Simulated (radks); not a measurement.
# Al with its nuclear charge varied continuously

One table from this session's results is given with a row withheld; the runs are named, their logs left out.

Method: scalar-relativistic Kohn-Sham, PBE, spin-polarised, spherical densities, point nucleus; open shells are filled with parallel spins first. Code: radks (a radial shooting solver on a logarithmic mesh, Libxc functionals) version 1.

## The system

```
element       : aluminium (Z = 13)
charge        : 0
electrons     : 13
configuration : [Ne] 3s2 3p1
```

Outer shells as boxes (Hund's rule):

Al
```
[Ne] core
3s [↑↓]
3p [↑ ][  ][  ]
```

The first run:

Settings of this run:

```text
Z 13
configuration [Ne] 3s2 3p1
relativity scalar-relativistic
functional pbe,pbe
spin polarised
nucleus point
c 137.035999084
```

Steps of the session up to this table: Z = 13.

One of the session's tables, all rows but one given; the rest of the session is left out.

It belongs to the step «Z = 13». Sizes of the orbitals, from the radial functions (bohr):

```
  level     <r>  outermost maximum (interpolated)  90 % within  nodes
  2s up  0.6260                             0.496        0.991      1
2s down  0.6261                             0.497        0.991      1
  2p up  0.6035                             0.429         1.02      0
2p down  0.6035                             0.429         1.02      0
  3s up   2.549                              2.10         3.90      2
3s down   2.535                              2.07         3.90      2
  3p up       ?                                 ?            ?      ?
3p down   3.471                              2.63         5.56      1
```

Q: Estimate the row for 3p up from the others.

The run gave: <r>: 3.402; outermost maximum (interpolated): 2.64; 90 % within: 5.40; nodes: 1. In the column «<r>» it lies between 3s up (2.549) and 3p down (3.471).

Limits of these values: At Z = 13 the central difference of E is -44.654 hartree, against -44.647 from the Hellmann-Feynman theorem; the scalar-relativistic energy here is not variational, so the two differ by a part that grows with Z.
